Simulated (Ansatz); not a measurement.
# TaBeB: the cost of one run

Program: Ansatz 0.2.0. Level of theory: DFT, PBEsol, PAW with Ansatz's default frozen-core files, scalar-relativistic. These are calculated values, not measurements.

**1. The structure to begin with**

The structure is hexagonal, space group P-6m2 (No. 187). The conventional cell has a = 3.250 Å, b = 3.250 Å, c = 3.246 Å, α = 90.00°, β = 90.00°, γ = 120.00°. Ta (site symmetry -6m2) is surrounded by 6 Be at 2.48 Å and 6 B at 2.48 Å. Be (site symmetry -6m2) has 3 B at 1.88 Å in its first shell of neighbours. Around B (site symmetry -6m2) lie 3 Be at 1.88 Å and 6 Ta at 2.48 Å.

Coordinates:

```
CELL_PARAMETERS angstrom
3.24990 0.00000 0.00000
-1.62495 2.81450 0.00000
0.00000 0.00000 3.24610
ATOMIC_POSITIONS crystal
Ta 0.00000 0.00000 0.00000
Be 0.33333 0.66667 0.50000
B 0.66667 0.33333 0.50000
```

Whether this phase is the stable one at these pressures isn't tested.

Atoms are numbered in the order of the input: Ta1, Be2, B3.

**2. Shape and atoms relaxed at the given volume, PAW**

input.yaml

```yaml
crystal:
  lattice:
    - [3.2499042036, 0.0, 0.0]
    - [-1.6249521018, 2.8144996002, 0.0]
    - [0.0, 0.0, 3.24610302]
  atoms:
    - { symbol: Ta, position: [0.0, 0.0, 0.0] }
    - { symbol: Be, position: [0.3333333333, 0.6666666667, 0.5] }
    - { symbol: B, position: [0.6666666667, 0.3333333333, 0.5] }
kpoints:
  mp_grid: { grid: [13, 13, 11] }
scf:
  occupations: { method: fermi_dirac, width: 0.05 }
hamiltonian:
  xc: pbesol
  pseudopotentials: { kind: paw }
output:
  forces: true
  stress: true
relax:
  f_tol: 0.01
  max_steps: 30
  cell: { stress_tol: 0.05, fix: [volume] }
```

Run with:

```console
> ansatz run input.yaml --threads 1 --pin off --max-ram 3072MiB --backend cpu --events-out ev --progress --plain --runs-dir out
```

**Question.** How long does this run take on 1 thread of AMD EPYC 7R43 (Zen 3), shared host, and how much memory does it need?

About 18 s, with a peak of 0.43 GiB.
